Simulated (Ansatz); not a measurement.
# ClF₂HSi + H₂: a complex and its separated parts

Aim: how far the complex at one end of a reaction step lies below its separated, relaxed parts, level by level.

The runs use Ansatz 0.2.0, Gaussian basis; PBE0-D4/def2-TZVP structures, single points in def2-TZVPP, no counterpoise correction.

Levels: SPW92, PBE-D4, BLYP-D4, r2SCAN-D4, B97M-V, PBE0-D4, B3LYP-D4, r2SCAN0-D4, BHLYP-D4, CAM-B3LYP-D4, wB97X-V, wB97M-V, B2PLYP, PBE-QIDH, RPA on PBE, Hartree-Fock, MP2, CCSD, CCSD(T).

Cores are frozen in the correlated methods. B3LYP uses VWN-RPA correlation. B2PLYP carries no dispersion term here.

94 further runs of the same task are left out: 94 set aside as unsound or not needed.

### 1 The starting structure

The complex: 7 atoms, charge 0, spin multiplicity 1.

Atoms are counted from 1 here; the program's logs count them from 0.

Bond lengths: Si1–Cl2 2.018 Å, Si1–F3 1.577 Å, Si1–F4 1.578 Å, Si1–H5 1.465 Å, H6–H7 0.746 Å. Angles: Cl2–Si1–F3 109.1°, Cl2–Si1–F4 109.0°, Cl2–Si1–H5 111.6°, F3–Si1–F4 107.6°, F3–Si1–H5 109.8°, F4–Si1–H5 109.7°.

As a file:

```xyz
7

Si   -0.3590    1.0882    0.2737
Cl    1.6532    1.0552    0.1304
F    -0.9742    1.3057   -1.1617
F    -0.8589   -0.3130    0.7994
H    -0.8174    2.1467    1.1766
H     0.9088   -2.7986   -0.8569
H     0.4477   -2.4842   -0.3616
```

Its parts: ClF₂HSi holds atoms 1, 2, 3, 4, 5; H₂ holds atoms 6, 7. Each part counts its atoms afresh in its own runs.

### 2 Relaxing ClF₂HSi alone

File relax-a/in.yaml:

```yaml
crystal:
  periodic: [false, false, false]
  atoms:
    - {symbol: Si, position_ang: [-0.358984, 1.088207, 0.273720]}
    - {symbol: Cl, position_ang: [1.653186, 1.055234, 0.130353]}
    - {symbol: F, position_ang: [-0.974188, 1.305745, -1.161720]}
    - {symbol: F, position_ang: [-0.858937, -0.313038, 0.799420]}
    - {symbol: H, position_ang: [-0.817439, 2.146665, 1.176616]}
basis:
  gaussian: {orbitals: def2-TZVP}
hamiltonian: {xc: pbe0, dispersion: d4}
relax: {f_tol: 0.005, max_steps: 200}
```

On the command line:

```
ansatz run in.yaml --threads 4 --pin off --events-out ev --progress --plain --max-ram 9574MiB
```

The program printed (excerpt; [...] marks lines left out):

```text
Functional definition: PBE0
  name "PBE0"
  cite "Adamo & Barone, J. Chem. Phys. 110, 6158 (1999) doi:10.1063/1.478522"
  cite "Perdew, Burke & Ernzerhof, Phys. Rev. Lett. 77, 3865 (1996) doi:10.1103/PhysRevLett.77.3865"
  parent pbe
[...]
892 factors; their error is unknown
[...]
mean field -25845.91049116 eV, -949.8196915627 hartree, gradient 2.3e-5 eV, S^2 0.000000; 0 other end points of the search recorded, 0 dependent functions left out
[...]
reference -25845.91051434 eV, -949.8196924146 hartree; 25, 25 occupied and 117, 117 virtual orbitals, 892 factors
[...]
reference -25845.91054627 eV, -949.8196935879 hartree; 25, 25 occupied and 117, 117 virtual orbitals, 892 factors
Total energy: -25845.99799739 eV, -949.8229073574 hartree
Atom 0 at    -0.359791     1.087327     0.274268 Å, force     0.000069     0.002581     0.002079 eV/Å
Atom 1 at     1.652927     1.055576     0.130161 Å, force    -0.000240     0.000106     0.000110 eV/Å
Atom 2 at    -0.973663     1.306104    -1.161597 Å, force    -0.000426     0.000147    -0.000741 eV/Å
Atom 3 at    -0.858816    -0.313272     0.799343 Å, force    -0.000368    -0.000775     0.000322 eV/Å
Atom 4 at    -0.817019     2.147078     1.176213 Å, force     0.000965    -0.002059    -0.001769 eV/Å
Dipole moment:     0.006955     0.190459     0.156879 e Å
```

Wall time 6 s (4 threads of Arm Neoverse V2, shared host).

Step by step:

```
step  energy from step 1 (eV)  largest force component (eV/Å)
   1                   0.0000                          0.0379
   2                   0.0000                          0.0241
   3                   0.0000                          0.0067
   4                   0.0000                          0.0026
```

Distances of close pairs at the start and the end, largest changes first:

```csv
bond,before (Å),after (Å),change (Å)
Si1–F4,1.578,1.577,-0.001
Si1–Cl2,2.018,2.018,+0.001
Si1–F3,1.577,1.577,+0.000
Si1–H5,1.465,1.465,-0.000
```

### 3 Relaxing H₂ alone

File relax-b/in.yaml:

```yaml
crystal:
  periodic: [false, false, false]
  atoms:
    - {symbol: H, position_ang: [0.908847, -2.798605, -0.856887]}
    - {symbol: H, position_ang: [0.447715, -2.484209, -0.361603]}
basis:
  gaussian: {orbitals: def2-TZVP}
hamiltonian: {xc: pbe0, dispersion: d4}
relax: {f_tol: 0.005, max_steps: 200}
```

On the command line:

```
ansatz run in.yaml --threads 4 --pin off --events-out ev --progress --plain --max-ram 9574MiB
```

The program printed (excerpt; [...] marks lines left out):

```text
[... 5 set-up lines as earlier in the session ...]
[...]
88 factors; their error is unknown
[...]
mean field -31.78865265 eV, -1.1682114377 hartree, gradient 1.8e-5 eV, S^2 0.000000; 0 other end points of the search recorded, 0 dependent functions left out
[...]
relax step   1: F+E_penalty+E_count = -31.79025921 eV  Δ(F+E_penalty+E_count) = +0.000e0 eV  max|allowed force component| = 1.665e-3 eV/Å  Δτ_max = 0.0000 Å  (15 SCF iters, accepted)
Total energy: -31.79027507 eV, -1.1682710608 hartree
Atom 0 at     0.908847    -2.798605    -0.856887 Å, force    -0.001550     0.001057     0.001665 eV/Å
Atom 1 at     0.447715    -2.484209    -0.361603 Å, force     0.001550    -0.001057    -0.001665 eV/Å
Dipole moment:     0.000000    -0.000000    -0.000000 e Å
```

Wall time 0.1 s (4 threads of Arm Neoverse V2, shared host).

The bond:

| bond | before (Å) | after (Å) | change (Å) |
| --- | --- | --- | --- |
| H1–H2 | 0.746 | 0.746 | +0.000 |

### 4 SPW92/def2-TZVPP

File parta/in.yaml:

```yaml
crystal:
  periodic: [false, false, false]
  atoms:
    - {symbol: Si, position_ang: [-0.359791, 1.087327, 0.274268]}
    - {symbol: Cl, position_ang: [1.652927, 1.055576, 0.130161]}
    - {symbol: F, position_ang: [-0.973663, 1.306104, -1.161597]}
    - {symbol: F, position_ang: [-0.858816, -0.313272, 0.799343]}
    - {symbol: H, position_ang: [-0.817019, 2.147078, 1.176213]}
basis:
  gaussian: {orbitals: def2-TZVPP}
hamiltonian: {xc: lda}
```

File partb/in.yaml:

```yaml
crystal:
  periodic: [false, false, false]
  atoms:
    - {symbol: H, position_ang: [0.908847, -2.798605, -0.856887]}
    - {symbol: H, position_ang: [0.447715, -2.484209, -0.361603]}
basis:
  gaussian: {orbitals: def2-TZVPP}
hamiltonian: {xc: lda}
```

One command serves all of them, each in its own folder.

On the command line:

```
ansatz run in.yaml --threads 4 --pin off --events-out ev --progress --plain --max-ram 9574MiB
```

Output in parta (excerpt; [...] marks lines left out):

```text
Functional definition: SPW92
  name "SPW92"
  cite "Dirac, Proc. Camb. Phil. Soc. 26, 376 (1930) doi:10.1017/S0305004100016108"
  cite "Slater, Phys. Rev. 81, 385 (1951) doi:10.1103/PhysRev.81.385"
  cite "Perdew & Wang, Phys. Rev. B 45, 13244 (1992) doi:10.1103/PhysRevB.45.13244"
[...]
953 factors; their error is unknown
[...]
mean field -25752.02759434 eV, -946.3695587409 hartree, gradient 7.3e-5 eV, S^2 0.000000; 0 other end points of the search recorded, 0 dependent functions left out
reference -25752.02762391 eV, -946.3695598273 hartree; 25, 25 occupied and 135, 135 virtual orbitals, 953 factors
Total energy: -25752.02762391 eV, -946.3695598273 hartree
```

partb printed (excerpt; [...] marks lines left out):

```text
[... 5 set-up lines as earlier in the session ...]
[...]
118 factors; their error is unknown
[...]
mean field -30.93531165 eV, -1.1368517344 hartree, gradient 4.4e-5 eV, S^2 0.000000; 0 other end points of the search recorded, 0 dependent functions left out
reference -30.93533233 eV, -1.1368524943 hartree; 1, 1 occupied and 27, 27 virtual orbitals, 118 factors
Total energy: -30.93533233 eV, -1.1368524943 hartree
```

Times: 0.5 s (parta), 0.1 s (partb) on 4 threads of Arm Neoverse V2, shared host.

### 5 PBE-D4/def2-TZVPP

Each input of step 4 (parta, partb) changes in the same lines:

```diff
-hamiltonian: {xc: lda}
+hamiltonian: {xc: pbe, dispersion: d4}
```

Each run has its own folder and the same command.

On the command line:

```
ansatz run in.yaml --threads 4 --pin off --events-out ev --progress --plain --max-ram 9574MiB
```

Output in parta (excerpt; [...] marks lines left out):

```text
Functional definition: PBE
  name "PBE"
[... 2 set-up lines as earlier in the session ...]
[...]
953 factors; their error is unknown
[...]
mean field -25844.12043830 eV, -949.7539083335 hartree, gradient 5.5e-5 eV, S^2 0.000000; 0 other end points of the search recorded, 0 dependent functions left out
reference -25844.12047017 eV, -949.7539095045 hartree; 25, 25 occupied and 135, 135 virtual orbitals, 953 factors
Total energy: -25844.22544031 eV, -949.7577670864 hartree
```

Log of partb (excerpt; [...] marks lines left out):

```text
[... 4 set-up lines as earlier in the session ...]
[...]
118 factors; their error is unknown
[...]
mean field -31.73222568 eV, -1.1661377848 hartree, gradient 3.1e-5 eV, S^2 0.000000; 0 other end points of the search recorded, 0 dependent functions left out
reference -31.73224735 eV, -1.1661385813 hartree; 1, 1 occupied and 27, 27 virtual orbitals, 118 factors
Total energy: -31.73426659 eV, -1.1662127868 hartree
```

They took 0.85 s (parta), 0.1 s (partb) on 4 threads of Arm Neoverse V2, shared host.

### 6 BLYP-D4/def2-TZVPP

The same edit goes into each in.yaml of step 5 (parta, partb):

```diff
-hamiltonian: {xc: pbe, dispersion: d4}
+hamiltonian: {xc: {name: BLYP}, dispersion: d4}
```

One command serves all of them, each in its own folder.

On the command line:

```
ansatz run in.yaml --threads 4 --pin off --events-out ev --progress --plain --max-ram 9574MiB
```

Output in parta (excerpt; [...] marks lines left out):

```text
Functional definition: BLYP
  name "BLYP"
  cite "Becke, Phys. Rev. A 38, 3098 (1988) doi:10.1103/PhysRevA.38.3098"
  cite "Lee, Yang & Parr, Phys. Rev. B 37, 785 (1988) doi:10.1103/PhysRevB.37.785"
[...]
953 factors; their error is unknown
[...]
mean field -25858.00117806 eV, -950.2640161112 hartree, gradient 3.6e-5 eV, S^2 0.000000; 0 other end points of the search recorded, 0 dependent functions left out
reference -25858.00146893 eV, -950.2640268004 hartree; 25, 25 occupied and 135, 135 virtual orbitals, 953 factors
Total energy: -25858.23670706 eV, -950.2726716422 hartree
```

partb printed (excerpt; [...] marks lines left out):

```text
[... 4 set-up lines as earlier in the session ...]
[...]
118 factors; their error is unknown
[...]
mean field -31.82604702 eV, -1.1695856557 hartree, gradient 8.3e-5 eV, S^2 0.000000; 0 other end points of the search recorded, 0 dependent functions left out
reference -31.82623945 eV, -1.1695927272 hartree; 1, 1 occupied and 27, 27 virtual orbitals, 118 factors
Total energy: -31.83113737 eV, -1.1697727224 hartree
```

Times: 0.9 s (parta), 0.1 s (partb) on 4 threads of Arm Neoverse V2, shared host.

### 7 r2SCAN-D4/def2-TZVPP

Each input of step 6 (parta, partb) changes in the same lines:

```diff
-hamiltonian: {xc: {name: BLYP}, dispersion: d4}
+hamiltonian: {xc: r2scan, dispersion: d4}
```

Each run has its own folder and the same command.

On the command line:

```
ansatz run in.yaml --threads 4 --pin off --events-out ev --progress --plain --max-ram 9574MiB
```

Output in parta (excerpt; [...] marks lines left out):

```text
Functional definition: r2SCAN
  name "r2SCAN"
  cite "Furness, Kaplan, Ning, Perdew & Sun, J. Phys. Chem. Lett. 11, 8208 (2020) doi:10.1021/acs.jpclett.0c02405"
  cite "Furness, Kaplan, Ning, Perdew & Sun, J. Phys. Chem. Lett. 11, 9248 (2020) doi:10.1021/acs.jpclett.0c03077"
  parent r2scan
[...]
953 factors; their error is unknown
[...]
mean field -25854.89884829 eV, -950.1500075948 hartree, gradient 1.5e-5 eV, S^2 0.000000; 0 other end points of the search recorded, 0 dependent functions left out
reference -25854.89885659 eV, -950.1500078999 hartree; 25, 25 occupied and 135, 135 virtual orbitals, 953 factors
Total energy: -25854.92176799 eV, -950.1508498781 hartree
```

Log of partb (excerpt; [...] marks lines left out):

```text
[... 5 set-up lines as earlier in the session ...]
[...]
118 factors; their error is unknown
[...]
mean field -31.87204671 eV, -1.1712761129 hartree, gradient 4.1e-5 eV, S^2 0.000000; 0 other end points of the search recorded, 0 dependent functions left out
reference -31.87205333 eV, -1.1712763561 hartree; 1, 1 occupied and 27, 27 virtual orbitals, 118 factors
Total energy: -31.87255471 eV, -1.1712947817 hartree
```

They took 2 s (parta), 0.3 s (partb) on 4 threads of Arm Neoverse V2, shared host.

### 8 B97M-V/def2-TZVPP

Each input of step 7 (parta, partb) changes in the same lines:

```diff
-hamiltonian: {xc: r2scan, dispersion: d4}
+hamiltonian: {xc: {name: B97M-V}}
```

The same command starts each run, in its folder.

On the command line:

```
ansatz run in.yaml --threads 4 --pin off --events-out ev --progress --plain --max-ram 9574MiB
```

Output in parta (excerpt; [...] marks lines left out):

```text
Functional definition: B97M-V
  name "B97M-V"
  cite "Mardirossian & Head-Gordon, J. Chem. Phys. 142, 074111 (2015) doi:10.1063/1.4907719"
  cite "Becke, J. Chem. Phys. 107, 8554 (1997) doi:10.1063/1.475007"
  cite "Vydrov & Van Voorhis, J. Chem. Phys. 133, 244103 (2010) doi:10.1063/1.3521275"
  # Of w^i u^j: cxij and so on, Table III.
[...]
  gx(w, u) = cx00 + cx01*u + cx02*u^2 + (cx10 + cx11*u)*w
[...]
  gos(w, u) = cos00 + cos01*u + cos03*u^3 + cos10*w + cos32*w^3*u^2
[...]
      + integral(e_c_pw_mod_opposite_spin*gos(b97_w_opposite, b97_u_opposite)) + vv10(b, c)
953 factors; their error is unknown
[...]
mean field -25851.36810985 eV, -950.0202553502 hartree, gradient 5.3e-5 eV, S^2 0.000000; 0 other end points of the search recorded, 0 dependent functions left out
reference -25851.36815431 eV, -950.0202569841 hartree; 25, 25 occupied and 135, 135 virtual orbitals, 953 factors
Total energy: -25851.36815431 eV, -950.0202569841 hartree
```

Output in partb (excerpt; [...] marks lines left out):

```text
[... 5 set-up lines as earlier in the session ...]
  # Of w^i u^j: cxij and so on, Table III.
[...]
  gx(w, u) = cx00 + cx01*u + cx02*u^2 + (cx10 + cx11*u)*w
  gss(w, u) = css00 + css02*u^2 + css10*w + (css32*w^3 + css42*w^4)*u^2
  gos(w, u) = cos00 + cos01*u + cos03*u^3 + cos10*w + cos32*w^3*u^2
[...]
      + integral(e_c_pw_mod_opposite_spin*gos(b97_w_opposite, b97_u_opposite)) + vv10(b, c)
118 factors; their error is unknown
[...]
mean field -31.90528122 eV, -1.1724974588 hartree, gradient 8.2e-6 eV, S^2 0.000000; 0 other end points of the search recorded, 0 dependent functions left out
reference -31.90531091 eV, -1.1724985496 hartree; 1, 1 occupied and 27, 27 virtual orbitals, 118 factors
Total energy: -31.90531091 eV, -1.1724985496 hartree
```

Times: 3.2 s (parta), 0.15 s (partb) on 4 threads of Arm Neoverse V2, shared host.

### 9 PBE0-D4/def2-TZVPP

The same edit goes into each in.yaml of step 8 (parta, partb):

```diff
-hamiltonian: {xc: {name: B97M-V}}
+hamiltonian: {xc: pbe0, dispersion: d4}
+output: {orbitals: {seedname: orbitals}}
```

One command serves all of them, each in its own folder.

On the command line:

```
ansatz run in.yaml --threads 4 --pin off --events-out ev --progress --plain --max-ram 9574MiB
```

Output in parta (excerpt; [...] marks lines left out):

```text
[... 5 set-up lines as earlier in the session ...]
[...]
987 factors; their error is unknown
[...]
mean field -25845.92064980 eV, -949.8200648858 hartree, gradient 2.8e-5 eV, S^2 0.000000; 0 other end points of the search recorded, 0 dependent functions left out
reference -25845.92067298 eV, -949.8200657378 hartree; 25, 25 occupied and 135, 135 virtual orbitals, 987 factors
Total energy: -25846.00812410 eV, -949.8232795072 hartree
```

partb printed (excerpt; [...] marks lines left out):

```text
[... 5 set-up lines as earlier in the session ...]
[...]
118 factors; their error is unknown
[...]
mean field -31.79610688 eV, -1.1684853755 hartree, gradient 5.5e-5 eV, S^2 0.000000; 0 other end points of the search recorded, 0 dependent functions left out
reference -31.79612287 eV, -1.1684859632 hartree; 1, 1 occupied and 27, 27 virtual orbitals, 118 factors
Total energy: -31.79772943 eV, -1.1685450032 hartree
```

Times: 1.2 s (parta), 0.1 s (partb) on 4 threads of Arm Neoverse V2, shared host.

### 10 B3LYP-D4/def2-TZVPP

The same edit goes into each in.yaml of step 9 (parta, partb):

```diff
-hamiltonian: {xc: pbe0, dispersion: d4}
-output: {orbitals: {seedname: orbitals}}
+hamiltonian: {xc: {name: B3LYP}, dispersion: d4}
```

One command serves all of them, each in its own folder.

On the command line:

```
ansatz run in.yaml --threads 4 --pin off --events-out ev --progress --plain --max-ram 9574MiB
```

parta printed (excerpt; [...] marks lines left out):

```text
Functional definition: B3LYP
  name "B3LYP"
  cite "Stephens, Devlin, Chabalowski & Frisch, J. Phys. Chem. 98, 11623 (1994) doi:10.1021/j100096a001"
[... 2 set-up lines as earlier in the session ...]
  cite "Vosko, Wilk & Nusair, Can. J. Phys. 58, 1200 (1980) doi:10.1139/p80-159"
[...]
975 factors; their error is unknown
[...]
mean field -25859.51067277 eV, -950.3194890185 hartree, gradient 3.6e-5 eV, S^2 0.000000; 0 other end points of the search recorded, 0 dependent functions left out
reference -25859.51088722 eV, -950.3194968994 hartree; 25, 25 occupied and 135, 135 virtual orbitals, 975 factors
Total energy: -25859.68341587 eV, -950.3258372102 hartree
```

Log of partb (excerpt; [...] marks lines left out):

```text
[... 6 set-up lines as earlier in the session ...]
[...]
118 factors; their error is unknown
[...]
mean field -32.10922497 eV, -1.1799922532 hartree, gradient 4.6e-5 eV, S^2 0.000000; 0 other end points of the search recorded, 0 dependent functions left out
reference -32.10936707 eV, -1.1799974754 hartree; 1, 1 occupied and 27, 27 virtual orbitals, 118 factors
Total energy: -32.11251818 eV, -1.1801132763 hartree
```

They took 1.2 s (parta), 0.1 s (partb) on 4 threads of Arm Neoverse V2, shared host.

### 11 r2SCAN0-D4/def2-TZVPP

Each input of step 10 (parta, partb) changes in the same lines:

```diff
-hamiltonian: {xc: {name: B3LYP}, dispersion: d4}
+hamiltonian: {xc: {name: r2SCAN0}, dispersion: d4}
```

Each run has its own folder and the same command.

On the command line:

```
ansatz run in.yaml --threads 4 --pin off --events-out ev --progress --plain --max-ram 9574MiB
```

Output in parta (excerpt; [...] marks lines left out):

```text
Functional definition: r2SCAN0
  name "r2SCAN0"
  cite "Bursch, Neugebauer, Ehlert & Grimme, J. Chem. Phys. 156, 134105 (2022) doi:10.1063/5.0086040"
[... 3 set-up lines as earlier in the session ...]
[...]
987 factors; their error is unknown
[...]
mean field -25853.99970221 eV, -950.1169645859 hartree, gradient 7.6e-5 eV, S^2 0.000000; 0 other end points of the search recorded, 0 dependent functions left out
reference -25853.99970869 eV, -950.1169648240 hartree; 25, 25 occupied and 135, 135 virtual orbitals, 987 factors
Total energy: -25854.02725096 eV, -950.1179769838 hartree
```

partb printed (excerpt; [...] marks lines left out):

```text
[... 6 set-up lines as earlier in the session ...]
[...]
118 factors; their error is unknown
[...]
mean field -31.85186302 eV, -1.1705343762 hartree, gradient 1.4e-5 eV, S^2 0.000000; 0 other end points of the search recorded, 0 dependent functions left out
reference -31.85186815 eV, -1.1705345645 hartree; 1, 1 occupied and 27, 27 virtual orbitals, 118 factors
Total energy: -31.85240953 eV, -1.1705544598 hartree
```

Wall times: 2.1 s (parta), 0.3 s (partb) on 4 threads of Arm Neoverse V2, shared host.

### 12 BHLYP-D4/def2-TZVPP

The same edit goes into each in.yaml of step 11 (parta, partb):

```diff
-hamiltonian: {xc: {name: r2SCAN0}, dispersion: d4}
+hamiltonian: {xc: {name: BHLYP}, dispersion: d4}
```

One command serves all of them, each in its own folder.

On the command line:

```
ansatz run in.yaml --threads 4 --pin off --events-out ev --progress --plain --max-ram 9574MiB
```

parta printed (excerpt; [...] marks lines left out):

```text
Functional definition: BHLYP
  name "BHLYP"
  cite "Becke, J. Chem. Phys. 98, 1372 (1993) doi:10.1063/1.464304"
[... 2 set-up lines as earlier in the session ...]
[...]
1063 factors; their error is unknown
[...]
mean field -25856.77975705 eV, -950.2191297168 hartree, gradient 5.3e-5 eV, S^2 0.000000; 0 other end points of the search recorded, 0 dependent functions left out
reference -25856.77990121 eV, -950.2191350146 hartree; 25, 25 occupied and 135, 135 virtual orbitals, 1063 factors
Total energy: -25856.91675922 eV, -950.2241644537 hartree
```

Output in partb (excerpt; [...] marks lines left out):

```text
[... 5 set-up lines as earlier in the session ...]
[...]
118 factors; their error is unknown
[...]
mean field -31.83804648 eV, -1.1700266277 hartree, gradient 5.6e-5 eV, S^2 0.000000; 0 other end points of the search recorded, 0 dependent functions left out
reference -31.83814205 eV, -1.1700301395 hartree; 1, 1 occupied and 27, 27 virtual orbitals, 118 factors
Total energy: -31.83988565 eV, -1.1700942156 hartree
```

Wall times: 1.1 s (parta), 0.1 s (partb) on 4 threads of Arm Neoverse V2, shared host.

### 13 CAM-B3LYP-D4/def2-TZVPP

The same edit goes into each in.yaml of step 12 (parta, partb):

```diff
-hamiltonian: {xc: {name: BHLYP}, dispersion: d4}
+hamiltonian: {xc: {name: CAM-B3LYP}, dispersion: d4}
```

One command serves all of them, each in its own folder.

On the command line:

```
ansatz run in.yaml --threads 4 --pin off --events-out ev --progress --plain --max-ram 9574MiB
```

Output in parta (excerpt; [...] marks lines left out):

```text
Functional definition: CAM-B3LYP
  name "CAM-B3LYP"
  cite "Yanai, Tew & Handy, Chem. Phys. Lett. 393, 51 (2004) doi:10.1016/j.cplett.2004.06.011"
  cite "Iikura, Tsuneda, Yanai & Hirao, J. Chem. Phys. 115, 3540 (2001) doi:10.1063/1.1383587"
[... 2 set-up lines as earlier in the session ...]
[...]
  # Exact exchange under (alpha + beta erf(omega r))/r, Becke's under what is left of 1/r.
[...]
975 factors; their error is unknown
183 factors; integrals over basis functions are off by at most 1.9e-5 eV
[...]
mean field -25858.06205608 eV, -950.2662533371 hartree, gradient 3.5e-5 eV, S^2 0.000000; 0 other end points of the search recorded, 0 dependent functions left out
reference -25858.06216048 eV, -950.2662571734 hartree; 25, 25 occupied and 135, 135 virtual orbitals, 975 factors
Total energy: -25858.15098826 eV, -950.2695215343 hartree
```

Output in partb (excerpt; [...] marks lines left out):

```text
[... 6 set-up lines as earlier in the session ...]
[...]
  # Exact exchange under (alpha + beta erf(omega r))/r, Becke's under what is left of 1/r.
[...]
118 factors; their error is unknown
42 factors; integrals over basis functions are off by at most 6.3e-5 eV
[...]
mean field -31.88030357 eV, -1.1715795469 hartree, gradient 6.4e-5 eV, S^2 0.000000; 0 other end points of the search recorded, 0 dependent functions left out
reference -31.88037351 eV, -1.1715821171 hartree; 1, 1 occupied and 27, 27 virtual orbitals, 118 factors
Total energy: -31.88188692 eV, -1.1716377338 hartree
```

Times: 1.4 s (parta), 0.1 s (partb) on 4 threads of Arm Neoverse V2, shared host.

[end of part 1 of 2]
